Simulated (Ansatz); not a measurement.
# Fe2B: properties at the relaxed cell

One table from this session's results is given with a row withheld; the runs are named, their logs left out.

The COD entry's cell or inner coordinates are ideal or old and differ from later refinements, so a difference from it is no clean test against experiment.

Computed with Ansatz 0.2.0 (DFT PBEsol, scalar-relativistic, plane waves, PAW, unless a step's input says otherwise).

2 further runs of the same task are left out: 2 set aside as unsound or not needed. Runs told in other sessions of the task aren't counted.

**The starting structure**

It takes space group I4/mcm (No. 140, tetragonal). Conventional cell: a = 4.983 Å, b = 4.983 Å, c = 4.156 Å, α = 90.00°, β = 90.00°, γ = 90.00°. Around Fe (site symmetry m2m) lie 4 B at 2.13 Å and 3 Fe at 2.33 to 2.40 Å. Around B (site symmetry 422) lie 2 B at 2.08 Å and 8 Fe at 2.13 Å.

Structure file:

```cif
data_structure
_symmetry_space_group_name_H-M 'P 1'
_symmetry_Int_Tables_number 1
_cell_length_a 4.0906
_cell_length_b 4.0906
_cell_length_c 4.0906
_cell_angle_alpha 104.958
_cell_angle_beta 104.958
_cell_angle_gamma 118.933
_cell_volume 51.60
loop_
_atom_site_label
_atom_site_type_symbol
_atom_site_fract_x
_atom_site_fract_y
_atom_site_fract_z
_atom_site_occupancy
Fe1 Fe 0.16542 0.66542 0.83085 1
Fe2 Fe 0.33458 0.16542 0.50000 1
Fe3 Fe 0.83458 0.33458 0.16915 1
Fe4 Fe 0.66542 0.83458 0.50000 1
B1 B 0.75000 0.75000 0.00000 1
B2 B 0.25000 0.25000 0.00000 1
```

This cell was relaxed beforehand with the same method: volume 8.60 Å³/atom, gap on the mesh none (metal), site moments up to 1.6 μB.

The first run:

File input.yaml:

```yaml
crystal:
  lattice:
    - [-2.4662520385, 2.4662520385, 2.0572052228]
    - [2.4662520385, -2.4662520385, 2.0572052228]
    - [2.4662520385, 2.4662520385, -2.0572052228]
  atoms:
    - { symbol: Fe, position: [0.1654242136, 0.6654242136, 0.8308484273], spin: 1.81 }
    - { symbol: Fe, position: [0.3345757864, 0.1654242136, 0.5], spin: 1.81 }
    - { symbol: Fe, position: [0.8345757864, 0.3345757864, 0.1691515727], spin: 1.81 }
    - { symbol: Fe, position: [0.6654242136, 0.8345757864, 0.5], spin: 1.81 }
    - { symbol: B, position: [0.75, 0.75, 0.0] }
    - { symbol: B, position: [0.25, 0.25, 0.0] }
basis:
  ecutwfc: 420
kpoints:
  mp_grid: { grid: [12, 12, 12] }
hamiltonian:
  xc: pbesol
scf:
  occupations: { method: gaussian, width: 0.1 }
output:
  forces: true
  stress: true
  eigenvalues: true
  populations: true
magnetization:
  spin_polarized: true
relax:
  adjacent_minimum: "off"
  f_tol: 0.01
  max_steps: 30
  cell: { stress_tol: 0.1, fix: [volume] }
```

Run with:

```
ansatz run input.yaml --threads 2 --pin off --max-ram 5120MiB --backend cpu --events-out ev --progress --plain --runs-dir out
```

Among the steps run: The cell scaled to 0.97 of its volume; Volume × 1.03; Volume × 0.94; The cell scaled to 1.06 of its volume; Volume × 0.91; Volume × 1.10; The cell scaled to 0.88 of its volume.

One table of the session follows, with a row left open; its other results are not shown here.

It belongs to the step «Fit of the equation of state». 

| volume (Å³/atom) | energy above the lowest point (meV/atom) | pressure (GPa) | largest moment (μB) |
| --- | --- | --- | --- |
| 7.568 | 118.8 | 41.94 | 0.98 |
| 7.826 | 63.6 | 27.84 | 1.13 |
| 8.084 | 26.7 | 17.66 | 1.37 |
| 8.342 | ? | ? | ? |
| 8.600 | 0.0 | 0.02 | 1.65 |
| 8.858 | 5.4 | -6.73 | 1.77 |
| 9.116 | 21.0 | -12.66 | 1.87 |
| 9.460 | 55.5 | -19.20 | 1.99 |

Estimate the missing values for volume (Å³/atom) = 8.342.

Worked estimate for «energy above the lowest point (meV/atom)». A straight line through the neighbours (8.084, 26.7) and (8.600, 0.0) gives 26.7 + (0.0 − 26.7) × (8.342 − 8.084) / (8.600 − 8.084) = 13.3; a parabola fitted to 4 rows on both sides gives 6.3.

The run gave: energy above the lowest point (meV/atom): 6.2; pressure (GPa): 7.96; largest moment (μB): 1.51. In «energy above the lowest point (meV/atom)» the line misses by +7.1 and the parabola by +0.1.
